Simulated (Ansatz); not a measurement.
# HfGe (P4/mmm) in Ansatz: equation of state

Aim: energy against volume of HfGe in PBE, for its equilibrium volume and stiffness.

All numbers are computed with Ansatz 0.2.0; they aren't measurements. Logs are shortened: lines on timing, memory, paths and dates and some standing lists are left out, and cuts for length are marked.

**1. The crystal as given**

It takes space group P4/mmm (No. 123, tetragonal). The conventional cell has a = 3.220 Å, b = 3.220 Å, c = 4.108 Å, α = 90.00°, β = 90.00°, γ = 90.00°. Around Hf (site symmetry 4/mmm) lie 4 Ge at 2.28 Å. Ge (site symmetry 4/mmm) is surrounded by 4 Hf at 2.28 Å.

The cell was built by a generator and needn't be a form met in nature.

**2. Equation of state, PBE**

Potentials or basis: all-electron LAPW, scalar-relativistic.

No new run: the results of the series are fitted here.

What came out:

```
Equilibrium volume : outside the volumes run
```

Energy against volume, from the lowest point:
```csv
volume (Å³/atom),energy (meV/atom)
20.017,983.30
20.443,785.09
20.869,601.99
21.294,432.74
21.720,276.43
22.146,132.43
22.572,0.00
```
